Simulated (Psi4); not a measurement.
# C2F4O (trifluoroacetyl fluoride), step by step

We compute a structure relaxation (singlet C2F4O, PBE0/def2-SVPD), then the energy (doublet C2F4O+, UPBE0/def2-SVPD), then a geometry optimisation (doublet C2F4O+, UPBE0/def2-SVPD), then a single-point energy (doublet C2F4O−, UPBE0/def2-SVPD), then a structure relaxation (doublet C2F4O−, UPBE0/def2-SVPD) of C2F4O. 

The results are computed with Psi4 1.11.

## 1. Starting point

C2F4O: 7 atoms, total charge 0, spin state singlet. As SMILES, `O=C(F)C(F)(F)F`. Geometry: relaxed at PBE0-D4/def2-TZVP. The run starts from this shape.

Bond lengths: O1–C2 1.172 Å, C2–F3 1.326 Å, C2–C4 1.542 Å, C4–F5 1.330 Å, C4–F6 1.330 Å, C4–F7 1.318 Å. Angles: O1–C2–F3 124.0°, O1–C2–C4 126.4°, F3–C2–C4 109.5°, C2–C4–F5 109.8°, C2–C4–F6 109.8°, C2–C4–F7 110.2°, F5–C4–F6 108.7°, F5–C4–F7 109.1°, F6–C4–F7 109.1°.

## 2. A geometry optimisation at PBE0/def2-SVPD (density fitting) (run 1)

The input, input.inp:

```
memory 1600 mb

molecule {
  0 1
  O      1.061180    -1.396170     0.701140
  C      0.088980    -0.798110     0.435150
  F     -1.136840    -1.201010     0.739860
  C      0.018150     0.551850    -0.306440
  F     -0.697880     0.418270    -1.418740
  F     -0.564330     1.461580     0.468830
  F      1.230750     0.963590    -0.619810
  units angstrom
  symmetry c1
}

set {
  basis     def2-SVPD
  reference rks
}

result, w = opt('pbe0', return_wfn=True)
```

Started as:

```
$ psi4 -n 1 input.inp input.out
```

input.out:

```text
[...]
  Running in c1 symmetry.
[...]
  Nuclear repulsion =  336.982269552340540
[...]
  Multiplicity = 1
[...]
  Nalpha       = 28
  Nbeta        = 28
[...]
    Number of basis functions: 155
[...]
   @DF-RKS iter   1:  -549.71273654085417    1.72987e-02   4.61511e-03 DIIS/ADIIS
[...]
   @DF-RKS iter   9:  -549.88679503727133    2.27374e-13   2.85114e-09 DIIS
[...]
  @DF-RKS Final Energy:  -549.88679503727133
   => Energetics <=
    Nuclear Repulsion Energy =            336.7656868089925979
    One-Electron Energy =               -1430.1571409909397516
    Two-Electron Energy =                 589.4767325435645944
    DFT Exchange-Correlation Energy =     -45.9720733988887602
    Empirical Dispersion Energy =           0.0000000000000000
    VV10 Nonlocal Energy =                  0.0000000000000000
    Total Energy =                       -549.8867950372713267
[...]
 Multipole Moments:
 ------------------------------------------------------------------------------------
     Multipole            Electronic (a.u.)      Nuclear  (a.u.)        Total (a.u.)
 ------------------------------------------------------------------------------------
 L = 1.  Multiply by 2.5417464519 to convert [e a0] to [Debye]
 Dipole X            :         -1.2047621            0.9806180           -0.2241441
 Dipole Y            :          1.5238815           -1.3660194            0.1578622
 Dipole Z            :         -0.7596918            0.6874498           -0.0722419
 Magnitude           :                                                    0.2835135
[...]
  -Total Gradient:
     Atom            X                  Y                   Z
    ------   -----------------  -----------------  -----------------
       1        0.000085068076    -0.000024436563     0.000042070361
       2        0.000080901022     0.000086911123    -0.000140903103
       3       -0.000041973216     0.000030649338     0.000011671020
       4       -0.000058236079     0.000020173392    -0.000007279318
       5        0.000094483526     0.000063652336     0.000004305000
       6        0.000075374604     0.000046598898    -0.000048593686
       7        0.000038915571     0.000054322042    -0.000032697703
[...]
```

On the terminal:

```text
Optimizer: Optimization complete!
```

Run time: 87 s. Hardware: 1 thread of AMD EPYC 7R43 (Zen 3), shared host; peak memory 1 GiB.

Step by step:

| step | energy from the first frame kept (eV) | largest force (eV/Å) |
| --- | --- | --- |
| 0 | 0.0000 | 0.3185 |
| 1 | -0.0006 | 0.0553 |
| 2 | -0.0005 | 0.0659 |
| 3 | -0.0002 | 0.1412 |
| 4 | -0.0006 | 0.0095 |

After the run. Bond lengths: O1–C2 1.175 Å, C2–F3 1.325 Å, C2–C4 1.544 Å, C4–F5 1.330 Å, C4–F6 1.330 Å, C4–F7 1.319 Å. Angles: O1–C2–F3 124.1°, O1–C2–C4 126.4°, F3–C2–C4 109.5°, C2–C4–F5 109.7°, C2–C4–F6 109.7°, C2–C4–F7 110.2°, F5–C4–F6 108.7°, F5–C4–F7 109.2°, F6–C4–F7 109.2°.

## 3. The doublet cation: a single-point energy at UPBE0/def2-SVPD (density fitting) (run 2)

The input, calc.inp:

```
memory 1600 MB

molecule mol {
  1 2
  O      1.062848    -1.399450     0.700427
  C      0.088432    -0.798511     0.435073
  F     -1.137239    -1.199102     0.741520
  C      0.018658     0.553021    -0.307213
  F     -0.697725     0.417514    -1.419691
  F     -0.566410     1.461267     0.468732
  F      1.231695     0.965026    -0.619284
  symmetry c1
}

set {
  basis def2-SVPD
  reference uks
}

energy('pbe0')
print_variables()
```

Started as:

```
$ psi4 calc.inp calc.out -n 1
```

calc.out:

```text
[...]
  Running in c1 symmetry.
[...]
  Nuclear repulsion =  336.765695438035436
[...]
  Multiplicity = 2
[...]
  Nalpha       = 28
  Nbeta        = 27
[...]
    Number of basis functions: 155
[...]
   @DF-UKS iter   1:  -549.25100872092605    4.70772e-01   4.13943e-03 DIIS/ADIIS
[...]
   @DF-UKS iter  12:  -549.41400665412834   -2.79595e-08   5.66602e-07 DIIS
[...]
   @S^2 Observed:                7.580226557E-01
[...]
    Orbital Energies [Eh]
    ---------------------
    Alpha Occupied:
       1A    -25.163108     2A    -25.099467     3A    -25.099454
       4A    -25.084291     5A    -19.702163     6A    -10.802634
       7A    -10.781052     8A     -1.632846     9A     -1.610787
      10A     -1.532709    11A     -1.525251    12A     -1.516633
      13A     -1.096107    14A     -0.973234    15A     -0.944009
      16A     -0.912903    17A     -0.904658    18A     -0.882227
      19A     -0.865150    20A     -0.818166    21A     -0.781223
      22A     -0.774732    23A     -0.757891    24A     -0.757687
      25A     -0.723720    26A     -0.718034    27A     -0.700296
      28A     -0.695637
    Alpha Virtual:
[...]
  @DF-UKS Final Energy:  -549.41400665412834
   => Energetics <=
    Nuclear Repulsion Energy =            336.7656954380354364
    One-Electron Energy =               -1415.1438456803789450
    Two-Electron Energy =                 574.6005875813857529
    DFT Exchange-Correlation Energy =     -45.6364439931705519
    Empirical Dispersion Energy =           0.0000000000000000
    VV10 Nonlocal Energy =                  0.0000000000000000
    Total Energy =                       -549.4140066541283431
[...]
 Multipole Moments:
 ------------------------------------------------------------------------------------
     Multipole            Electronic (a.u.)      Nuclear  (a.u.)        Total (a.u.)
 ------------------------------------------------------------------------------------
 L = 1.  Multiply by 2.5417464519 to convert [e a0] to [Debye]
 Dipole X            :         -0.6969408            0.9806174            0.2836766
 Dipole Y            :          0.3004467           -1.3660194           -1.0655727
 Dipole Z            :         -0.1183050            0.6874495            0.5691444
 Magnitude           :                                                    1.2409041
[...]
```

Wall time 32 s (1 thread of AMD EPYC 7R43 (Zen 3), shared host); peak memory 0.91 GiB.

## 4. The doublet cation: a geometry optimisation at UPBE0/def2-SVPD (density fitting) (run 3)

The input, job.inp:

```
memory 1.6 GB

molecule {
  1 2
  O      1.062848    -1.399450     0.700427
  C      0.088432    -0.798511     0.435073
  F     -1.137239    -1.199102     0.741520
  C      0.018658     0.553021    -0.307213
  F     -0.697725     0.417514    -1.419691
  F     -0.566410     1.461267     0.468732
  F      1.231695     0.965026    -0.619284
  units angstrom
  symmetry c1
}

set {
  basis        def2-SVPD
  reference    uks
  geom_maxiter 50
}

E, wfn = opt('pbe0', return_wfn=True)
```

Started as:

```
$ psi4 job.inp job.out -n 1
```

job.out:

```text
[...]
  Running in c1 symmetry.
[...]
  Nuclear repulsion =  336.765695438035436
[...]
  Multiplicity = 2
[...]
  Nalpha       = 28
  Nbeta        = 27
[...]
    Number of basis functions: 155
[...]
   @DF-UKS iter   1:  -549.25100872092605    4.70772e-01   4.13943e-03 DIIS/ADIIS
[...]
   @DF-UKS iter  10:  -549.43542246167829   -2.84217e-12   5.10001e-09 DIIS
[...]
   @S^2 Observed:                7.557788166E-01
[...]
  @DF-UKS Final Energy:  -549.43542246167829
   => Energetics <=
    Nuclear Repulsion Energy =            334.5992242764442608
    One-Electron Energy =               -1410.7232993030295347
    Two-Electron Energy =                 572.3506999222130389
    DFT Exchange-Correlation Energy =     -45.6620473573061787
    Empirical Dispersion Energy =           0.0000000000000000
    VV10 Nonlocal Energy =                  0.0000000000000000
    Total Energy =                       -549.4354224616782858
[...]
 Multipole Moments:
 ------------------------------------------------------------------------------------
     Multipole            Electronic (a.u.)      Nuclear  (a.u.)        Total (a.u.)
 ------------------------------------------------------------------------------------
 L = 1.  Multiply by 2.5417464519 to convert [e a0] to [Debye]
 Dipole X            :         -1.0329635            0.9614426           -0.0715209
 Dipole Y            :          0.8969206           -1.3369614           -0.4400408
 Dipole Z            :         -0.4136008            0.6635124            0.2499116
 Magnitude           :                                                    0.5110841
[...]
  -Total Gradient:
     Atom            X                  Y                   Z
    ------   -----------------  -----------------  -----------------
       1       -0.000034982259     0.000042734654    -0.000039295435
       2        0.000040674539    -0.000065405676     0.000032446126
       3        0.000063745287    -0.000015550267     0.000009720261
       4        0.000070801775    -0.000031300807     0.000040018875
       5       -0.000078364832    -0.000049516991    -0.000005285846
       6       -0.000049859744    -0.000036249300     0.000030856270
       7       -0.000118964487    -0.000007717507    -0.000009731326
[...]
```

The script printed:

```text
Optimizer: Optimization complete!
```

Wall time 9 min (1 thread of AMD EPYC 7R43 (Zen 3), shared host); peak memory 1 GiB.

The path in brief:

| step | energy from the first frame kept (eV) | largest force (eV/Å) |
| --- | --- | --- |
| 0 | 0.0000 | 5.3069 |
| 1 | -0.3916 | 2.6937 |
| 2 | -0.4994 | 1.3269 |
| 3 | -0.5243 | 1.3261 |
| 4 | -0.2015 | 2.4293 |
| 5 | -0.4922 | 1.3666 |
| 6 | -0.5735 | 0.4235 |
| 7 | -0.5795 | 0.1709 |
| 8 | -0.5822 | 0.0693 |
| 9 | -0.5827 | 0.0361 |
| 10 | -0.5827 | 0.0136 |
| 11 | -0.5828 | 0.0062 |

After the run. Bond lengths: O1–C2 1.166 Å, C2–F3 1.254 Å, C4–F5 1.284 Å, C4–F6 1.284 Å, C4–F7 1.271 Å. Angles: O1–C2–F3 136.4°, F5–C4–F6 114.8°, F5–C4–F7 115.3°, F6–C4–F7 115.3°. A long bond or contact: C2–C4 1.845 Å.

## 5. The doublet anion: a single-point energy at UPBE0/def2-SVPD (density fitting) (run 4)

The input, c2f4o.inp:

```
memory 1600 mb

molecule m {
  -1 2
  O      1.062848    -1.399450     0.700427
  C      0.088432    -0.798511     0.435073
  F     -1.137239    -1.199102     0.741520
  C      0.018658     0.553021    -0.307213
  F     -0.697725     0.417514    -1.419691
  F     -0.566410     1.461267     0.468732
  F      1.231695     0.965026    -0.619284
  symmetry c1
}

set reference uks

E = energy("pbe0/def2-SVPD")
print_variables()
```

Started as:

```
$ psi4 -n 1 c2f4o.inp c2f4o.out
```

c2f4o.out:

```text
[...]
  Running in c1 symmetry.
[...]
  Nuclear repulsion =  336.765695438035436
[...]
  Multiplicity = 2
[...]
  Nalpha       = 29
  Nbeta        = 28
[...]
    Number of basis functions: 155
[...]
   @DF-UKS iter   1:  -549.60134513946434    1.20436e-01   5.31437e-03 DIIS/ADIIS
[...]
   @DF-UKS iter  11:  -549.86970792236377   -2.17209e-08   6.63479e-07 DIIS
[...]
   @S^2 Observed:                7.537098445E-01
[...]
    Orbital Energies [Eh]
    ---------------------
    Alpha Occupied:
       1A    -24.645713     2A    -24.638583     3A    -24.638566
       4A    -24.585338     5A    -18.962073     6A    -10.286662
       7A    -10.099979     8A     -1.168920     9A     -1.078264
      10A     -1.073351    11A     -1.048494    12A     -0.841708
      13A     -0.567230    14A     -0.478341    15A     -0.449965
      16A     -0.449029    17A     -0.396848    18A     -0.328763
      19A     -0.323575    20A     -0.307528    21A     -0.292104
      22A     -0.281354    23A     -0.277482    24A     -0.263981
      25A     -0.263127    26A     -0.190070    27A     -0.177807
      28A     -0.089900    29A      0.107607
    Alpha Virtual:
[...]
  @DF-UKS Final Energy:  -549.86970792236377
   => Energetics <=
    Nuclear Repulsion Energy =            336.7656954380354364
    One-Electron Energy =               -1444.2016687665575319
    Two-Electron Energy =                 603.8344280828872570
    DFT Exchange-Correlation Energy =     -46.2681626767288492
    Empirical Dispersion Energy =           0.0000000000000000
    VV10 Nonlocal Energy =                  0.0000000000000000
    Total Energy =                       -549.8697079223636592
[...]
 Multipole Moments:
 ------------------------------------------------------------------------------------
     Multipole            Electronic (a.u.)      Nuclear  (a.u.)        Total (a.u.)
 ------------------------------------------------------------------------------------
 L = 1.  Multiply by 2.5417464519 to convert [e a0] to [Debye]
 Dipole X            :         -1.6130957            0.9806174           -0.6324783
 Dipole Y            :          2.6889885           -1.3660194            1.3229691
 Dipole Z            :         -1.3748238            0.6874495           -0.6873743
 Magnitude           :                                                    1.6194936
[...]
```

Wall time 26 s (1 thread of AMD EPYC 7R43 (Zen 3), shared host); peak memory 0.91 GiB.

## 6. The doublet anion: a geometry optimisation at UPBE0/def2-SVPD (density fitting) (run 5)

The input, input.inp:

```
memory 1.6 GB

molecule molecule1 {
  -1 2
  O
  C 1 R2
  F 2 R3 1 A3
  C 2 R4 1 A4 3 D4
  F 4 R5 2 A5 1 D5
  F 4 R6 5 A6 2 D6
  F 4 R7 5 A7 6 D7

  R2 = 1.175171
  R3 = 1.325388
  A3 = 124.0573
  R4 = 1.543533
  A4 = 126.4288
  D4 = 179.95591
  R5 = 1.330103
  A5 = 109.71611
  D5 = 120.37617
  R6 = 1.330153
  A6 = 108.69731
  D6 = -119.96489
  R7 = 1.318558
  A7 = 109.23059
  D7 = -119.09859
  units angstrom
  symmetry c1
}

set globals {
  basis def2-SVPD
  reference uks
  geom_maxiter 50
}

opt("pbe0")
```

Started as:

```
$ psi4 input.inp input.out -n 1
```

input.out:

```text
[...]
  Running in c1 symmetry.
[...]
  Nuclear repulsion =  336.765695112290416
[...]
  Multiplicity = 2
[...]
  Nalpha       = 29
  Nbeta        = 28
[...]
    Number of basis functions: 155
[...]
   @DF-UKS iter   1:  -549.60134532559698    1.20435e-01   5.31437e-03 DIIS/ADIIS
[...]
   @DF-UKS iter   8:  -549.90867113833292   -5.91172e-12   8.00144e-09 DIIS
[...]
   @S^2 Observed:                7.543801562E-01
[...]
  @DF-UKS Final Energy:  -549.90867113833292
   => Energetics <=
    Nuclear Repulsion Energy =            330.4864778351716268
    One-Electron Energy =               -1431.6614735305620343
    Two-Electron Energy =                 597.4164841557437740
    DFT Exchange-Correlation Energy =     -46.1501595986862654
    Empirical Dispersion Energy =           0.0000000000000000
    VV10 Nonlocal Energy =                  0.0000000000000000
    Total Energy =                       -549.9086711383329202
[...]
 Multipole Moments:
 ------------------------------------------------------------------------------------
     Multipole            Electronic (a.u.)      Nuclear  (a.u.)        Total (a.u.)
 ------------------------------------------------------------------------------------
 L = 1.  Multiply by 2.5417464519 to convert [e a0] to [Debye]
 Dipole X            :          1.6902019           -0.9213588            0.7688431
 Dipole Y            :          1.1545214           -0.3666820            0.7878394
 Dipole Z            :          2.7678963           -1.5916920            1.1762043
 Magnitude           :                                                    1.6109833
[...]
  -Total Gradient:
     Atom            X                  Y                   Z
    ------   -----------------  -----------------  -----------------
       1        0.000029783491     0.000035122288     0.000013950272
       2        0.000036802581    -0.000116296875     0.000072476288
       3        0.000003188503     0.000097208372    -0.000106577584
       4       -0.000014074713    -0.000062536933     0.000072721510
       5       -0.000130990611    -0.000059847860    -0.000027408265
       6       -0.000052558903     0.000047934431    -0.000004629205
       7       -0.000079161440     0.000089588533    -0.000009044327
[...]
```

Standard output:

```text
Optimizer: Optimization complete!
```

It took 7.9 min on 1 thread of AMD EPYC 7R43 (Zen 3), shared host; peak memory 1 GiB.

Step by step:

| step | energy from the first frame kept (eV) | largest force (eV/Å) |
| --- | --- | --- |
| 0 | 0.0000 | 7.9001 |
| 1 | -0.7594 | 2.6217 |
| 2 | -0.8628 | 0.8662 |
| 3 | -0.8766 | 0.4145 |
| 4 | -0.9011 | 0.5752 |
| 5 | 1.1749 | 7.6521 |
| 6 | -0.0451 | 5.2513 |
| 7 | -0.9539 | 1.3948 |
| 8 | -0.9721 | 1.4229 |
| 9 | -0.9133 | 2.4088 |
| 10 | -1.0361 | 0.5666 |
| 11 | -1.0535 | 0.4022 |
| 12 | -1.0590 | 0.1823 |
| 13 | -1.0600 | 0.0995 |
| 14 | -1.0602 | 0.0528 |
| 15 | -1.0602 | 0.0219 |
| 16 | -1.0602 | 0.0075 |

After the run. Bond lengths: O1–C2 1.244 Å, C2–F3 1.448 Å, C2–C4 1.501 Å, C4–F5 1.353 Å, C4–F6 1.377 Å, C4–F7 1.348 Å. Angles: O1–C2–F3 117.2°, O1–C2–C4 121.2°, F3–C2–C4 104.7°, C2–C4–F5 113.4°, C2–C4–F6 115.7°, C2–C4–F7 111.0°, F5–C4–F6 104.4°, F5–C4–F7 106.7°, F6–C4–F7 104.8°.

## 7. Summary of results

| quantity | value |
| --- | --- |
| run 1, PBE0/def2-SVPD: total energy at the end | -549.88680 Eh |
| run 1, PBE0/def2-SVPD: dipole moment | 0.72 D |
| run 1, PBE0/def2-SVPD: HOMO energy | -10.28 eV |
| run 1, PBE0/def2-SVPD: LUMO energy | -2.04 eV |
| run 1, PBE0/def2-SVPD: HOMO–LUMO gap | 8.24 eV |
| doublet cation, run 2: total energy | -549.41401 Eh |
| doublet cation, run 2: HOMO energy (highest over α and β) | -18.89 eV |
| doublet cation, run 2: LUMO energy (lowest over α and β) | -15.42 eV |
| doublet cation, run 2: ⟨S²⟩ | 0.758 |
| doublet cation, run 3: total energy at the end | -549.43542 Eh |
| doublet cation, run 3: HOMO energy (highest over α and β) | -17.01 eV |
| doublet cation, run 3: LUMO energy (lowest over α and β) | -13.38 eV |
| doublet cation, run 3: ⟨S²⟩ | 0.756 |
| doublet anion, run 4: total energy | -549.86971 Eh |
| doublet anion, run 4: HOMO energy (highest over α and β) | 2.93 eV |
| doublet anion, run 4: LUMO energy (lowest over α and β) | 4.78 eV |
| doublet anion, run 4: ⟨S²⟩ | 0.754 |
| doublet anion, run 5: total energy at the end | -549.90867 Eh |
| doublet anion, run 5: HOMO energy (highest over α and β) | 0.52 eV |
| doublet anion, run 5: LUMO energy (lowest over α and β) | 4.40 eV |
| doublet anion, run 5: ⟨S²⟩ | 0.754 |
| adiabatic electron affinity (to the doublet anion, no zero-point term) | 0.595 eV |
| adiabatic ionisation energy (to the doublet cation, no zero-point term) | 12.282 eV |

In words: The adiabatic electron affinity (to the doublet anion, no zero-point term) is 0.60 eV (57.4 kJ/mol). The adiabatic ionisation energy (to the doublet cation, no zero-point term) is 12.28 eV (283 kcal/mol). The optimisation (run 1, PBE0/def2-SVPD) took 5 steps and changed the energy by -0.001 eV. The optimisation (doublet cation, run 3) took 12 steps and changed the energy by -0.583 eV. The HOMO (doublet anion, run 4) lies at positive energy, 2.93 eV; only total energies tell whether the electron is bound. The optimisation (doublet anion, run 5) took 17 steps and changed the energy by -1.060 eV.
